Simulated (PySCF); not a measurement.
# Fe: dipole response in dyall-ae2z

How polarisable is Fe at the levels listed below?

Method: unrestricted determinants in a Gaussian basis, no spin-orbit coupling in the energies. Code: PySCF 2.14.0.

## 1. The system

```
Element     : iron (Z = 26)
Basis       : dyall-ae2z (15s11p6d2f, 92 functions)
Hamiltonian : the spin-free X2C one-electron Hamiltonian (Gaussian nucleus)
State 1     : Fe: [Ar] 3d6 4s2, high-spin 5D determinant
Methods     : UHF, PBE, PBE0
```

Outer shells as boxes (Hund's rule):

Fe [Ar] 3d6 4s2
```
[Ar] core
3d [↑↓][↑ ][↑ ][↑ ][↑ ]
4s [↑↓]
```

One driver process ran all states and methods and kept the integrals in memory. Each run is shown as a PySCF script that sums up its settings (the driver passes frozen orbitals as a list and adds second-order terms of double hybrids); the logs are those of the runs themselves. The driver starts from symmetry-adapted Hartree-Fock orbitals, holds the occupation by maximum overlap and uses a logarithmic radial grid for functionals, so a plain start would take other cycles.

It was started by

```
> OMP_NUM_THREADS=1 python atomrun2.py TASK.json OUT
```

The integrals over 92 functions and the set-up took 0.37 s of CPU time.

## 2. Fe

Level: UHF.

input.py reads:

```python
from pyscf import gto, scf, dft, mp, cc
import basis_set_exchange as bse
mol = gto.M(atom="Fe 0 0 0", charge=0, spin=4, symmetry="D2h",
            basis=gto.basis.parse(bse.get_basis("dyall-ae2z", elements=["Fe"], fmt="nwchem", header=False)),
            nucmod="G")
mf = scf.UHF(mol).sfx2c1e()
mf.irrep_nelec = {'Ag': (6, 4), 'B1g': (1, 1), 'B2g': (1, 0), 'B3g': (1, 0), 'B1u': (2, 2), 'B2u': (2, 2), 'B3u': (2, 2)}
mf.kernel()
```

Log:

```text
damping factor = 0
level_shift factor = 0
DIIS = <class 'pyscf.scf.diis.CDIIS'>
diis_start_cycle = 1
diis_space = 10
diis_damp = 0
SCF conv_tol = 1e-09
SCF conv_tol_grad = None
number electrons alpha = 15  beta = 11
cycle= 1 E= -1271.35214993608  delta_E= -0.00343  |g|= 0.0188  |ddm|= 0.0287
cycle= 2 E= -1271.35222091392  delta_E= -7.1e-05  |g|= 0.0034  |ddm|= 0.00554
cycle= 3 E= -1271.35222524036  delta_E= -4.33e-06  |g|= 0.000997  |ddm|= 0.00218
cycle= 4 E= -1271.35222566417  delta_E= -4.24e-07  |g|= 0.000496  |ddm|= 0.000564
cycle= 5 E= -1271.3522259022  delta_E= -2.38e-07  |g|= 0.000121  |ddm|= 0.00068
cycle= 6 E= -1271.35222593734  delta_E= -3.51e-08  |g|= 4.05e-05  |ddm|= 0.000304
cycle= 7 E= -1271.35222594386  delta_E= -6.52e-09  |g|= 1.86e-05  |ddm|= 0.000129
cycle= 8 E= -1271.35222594554  delta_E= -1.68e-09  |g|= 5.02e-06  |ddm|= 7.78e-05
cycle= 9 E= -1271.35222594563  delta_E= -9.28e-11  |g|= 9.19e-07  |ddm|= 1.95e-05
converged SCF energy = -1271.35222594563  <S^2> = 6.0158054  2S+1 = 5.0063182
```

CPU time 24 s on a shared host, the integrals not counted.

The occupied shells:

```csv
shell,electrons,mean orbital energy (eV),spread (eV),rms radius (bohr)
1s β,1,-7175.3,0,0.0675
1s α,1,-7175.3,0,0.0675
2s α,1,-884.28,0,0.288
2s β,1,-881.07,0,0.288
2p α,3,-750.00,0.900,0.260
2p β,3,-746.86,0.020,0.260
3s α,1,-120.44,0,0.871
3s β,1,-110.82,0,0.871
3p α,3,-80.824,2.029,0.936
3p β,3,-69.240,1.405,0.936
3d α,5,-18.255,2.352,1.23
3d β,1,-12.622,0,1.23
4s α,1,-7.661,0,3.48
4s β,1,-6.647,0,3.48
```

⟨S²⟩ = 6.016, ⟨L²⟩ = 6.02.

The driver then solved the coupled dipole response at imaginary frequencies: mean α = 80.54 bohr³ (xx, yy, zz: 79.76, 79.76, 82.10), C₆ = 759.0 au for a like pair.

Level: PBE.

input.py differs from the last one in:

```diff
@@ -5,3 +5,3 @@
             nucmod="G")
-mf = scf.UHF(mol).sfx2c1e()
+mf = dft.UKS(mol, xc="PBE").sfx2c1e()
 mf.irrep_nelec = {'Ag': (6, 4), 'B1g': (1, 1), 'B2g': (1, 0), 'B3g': (1, 0), 'B1u': (2, 2), 'B2u': (2, 2), 'B3u': (2, 2)}
```

Log:

```text
damping factor = 0
level_shift factor = 0
DIIS = <class 'pyscf.scf.diis.CDIIS'>
diis_start_cycle = 1
diis_space = 10
diis_damp = 0
SCF conv_tol = 1e-09
SCF conv_tol_grad = None
number electrons alpha = 15  beta = 11
XC functionals = PBE
    J. P. Perdew, K. Burke, and M. Ernzerhof.,  Phys. Rev. Lett. 77, 3865 (1996)
    J. P. Perdew, K. Burke, and M. Ernzerhof.,  Phys. Rev. Lett. 78, 1396 (1997)
    J. P. Perdew, K. Burke, and M. Ernzerhof.,  Phys. Rev. Lett. 77, 3865 (1996)
    J. P. Perdew, K. Burke, and M. Ernzerhof.,  Phys. Rev. Lett. 78, 1396 (1997)
cycle= 1 E= -1272.38479247338  delta_E= -0.0267  |g|= 0.127  |ddm|= 0.377
cycle= 2 E= -1272.37783595965  delta_E= 0.00696  |g|= 0.245  |ddm|= 0.185
cycle= 3 E= -1272.38813381334  delta_E= -0.0103  |g|= 0.015  |ddm|= 0.101
cycle= 4 E= -1272.38818184462  delta_E= -4.8e-05  |g|= 0.000939  |ddm|= 0.0174
cycle= 5 E= -1272.3881820377  delta_E= -1.93e-07  |g|= 5.06e-05  |ddm|= 0.00178
cycle= 6 E= -1272.3881820383  delta_E= -5.95e-10  |g|= 2.22e-05  |ddm|= 0.000131
converged SCF energy = -1272.3881820383  <S^2> = 6.0084235  2S+1 = 5.0033683
```

It used 29 s of CPU time after the integrals (shared host).

The driver then solved the coupled dipole response at imaginary frequencies: mean α = 59.11 bohr³ (xx, yy, zz: 58.52, 58.52, 60.28), C₆ = 508.0 au for a like pair.

Level: PBE0.

input.py differs from the last one in:

```diff
@@ -5,3 +5,3 @@
             nucmod="G")
-mf = dft.UKS(mol, xc="PBE").sfx2c1e()
+mf = dft.UKS(mol, xc="PBE0").sfx2c1e()
 mf.irrep_nelec = {'Ag': (6, 4), 'B1g': (1, 1), 'B2g': (1, 0), 'B3g': (1, 0), 'B1u': (2, 2), 'B2u': (2, 2), 'B3u': (2, 2)}
```

Log:

```text
damping factor = 0
level_shift factor = 0
DIIS = <class 'pyscf.scf.diis.CDIIS'>
diis_start_cycle = 1
diis_space = 10
diis_damp = 0
SCF conv_tol = 1e-09
SCF conv_tol_grad = None
number electrons alpha = 15  beta = 11
XC functionals = PBE0
    C. Adamo and V. Barone.,  J. Chem. Phys. 110, 6158 (1999)
    M. Ernzerhof and G. E. Scuseria.,  J. Chem. Phys. 110, 5029 (1999)
cycle= 1 E= -1272.40055765398  delta_E= -0.0166  |g|= 0.0552  |ddm|= 0.267
cycle= 2 E= -1272.40023462606  delta_E= 0.000323  |g|= 0.0777  |ddm|= 0.108
cycle= 3 E= -1272.40123612229  delta_E= -0.001  |g|= 0.00246  |ddm|= 0.0295
cycle= 4 E= -1272.40123782085  delta_E= -1.7e-06  |g|= 0.00161  |ddm|= 0.00233
cycle= 5 E= -1272.40123835171  delta_E= -5.31e-07  |g|= 7.49e-05  |ddm|= 0.00162
cycle= 6 E= -1272.40123835973  delta_E= -8.02e-09  |g|= 3.12e-05  |ddm|= 0.000163
cycle= 7 E= -1272.40123836414  delta_E= -4.41e-09  |g|= 1.55e-05  |ddm|= 0.000138
cycle= 8 E= -1272.40123836986  delta_E= -5.72e-09  |g|= 1.02e-05  |ddm|= 0.000239
cycle= 9 E= -1272.40123837444  delta_E= -4.59e-09  |g|= 4.12e-07  |ddm|= 0.000468
cycle= 10 E= -1272.40123837445  delta_E= -3.64e-12  |g|= 5.49e-08  |ddm|= 1.2e-05
converged SCF energy = -1272.40123837445  <S^2> = 6.0089443  2S+1 = 5.0035764
```

It used 49 s of CPU time after the integrals (shared host).

The driver then solved the coupled dipole response at imaginary frequencies: mean α = 63.15 bohr³ (xx, yy, zz: 62.51, 62.51, 64.43), C₆ = 557.8 au for a like pair.

Radial density 4πr²ρ of Fe at UHF:

```csv
r (bohr),density,spin density
0.00106,0.227,0.000
0.00179,0.580,0.000
0.00301,1.45,0.000
0.00506,3.49,0.000
0.00851,7.84,0.000
0.0143,15.7,0.000
0.0241,26.0,-0.001
0.0405,31.4,-0.002
0.0682,26.3,-0.005
0.115,26.6,0.018
0.193,34.9,0.271
0.324,18.9,1.372
0.546,14.7,3.322
0.918,13.6,3.332
1.54,3.47,1.272
2.60,0.998,0.177
4.37,0.314,-0.025
7.35,0.0193,-0.006
12.4,1.03e-05,0.000
```

## 3. Polarisabilities and C₆

Fe, in atomic units:

```csv
method,mean α,C₆ (like pair),S(−4)
UHF,80.54,759.0,5616
PBE,59.11,508.0,1992
PBE0,63.15,557.8,2279
```

Reference α: 62 ± 4 bohr³ (recommended; Schwerdtfeger and Nagle, table of static dipole polarizabilities (2023 update)). Published C₆: 482.0 (Chu and Dalgarno (2004); Tang, Norbeck and Certain (1976)).

α(iu) at PBE0:

```csv
u (hartree),α(iu) (bohr³)
0,63.15
0.0500,58.05
0.100,47.34
0.200,28.54
0.300,18.11
0.500,9.326
0.750,5.467
1.00,3.783
1.50,2.256
2.00,1.544
3.00,0.8803
5.00,0.4161
```

## 4. Outcome

| quantity | value |
| --- | --- |
| α of Fe | 59.11 (PBE) to 80.54 (UHF) bohr³; reference 62.00 |

For Fe PBE0 is nearest the reference (+2 %). The basis is finite, and no extrapolation was made.
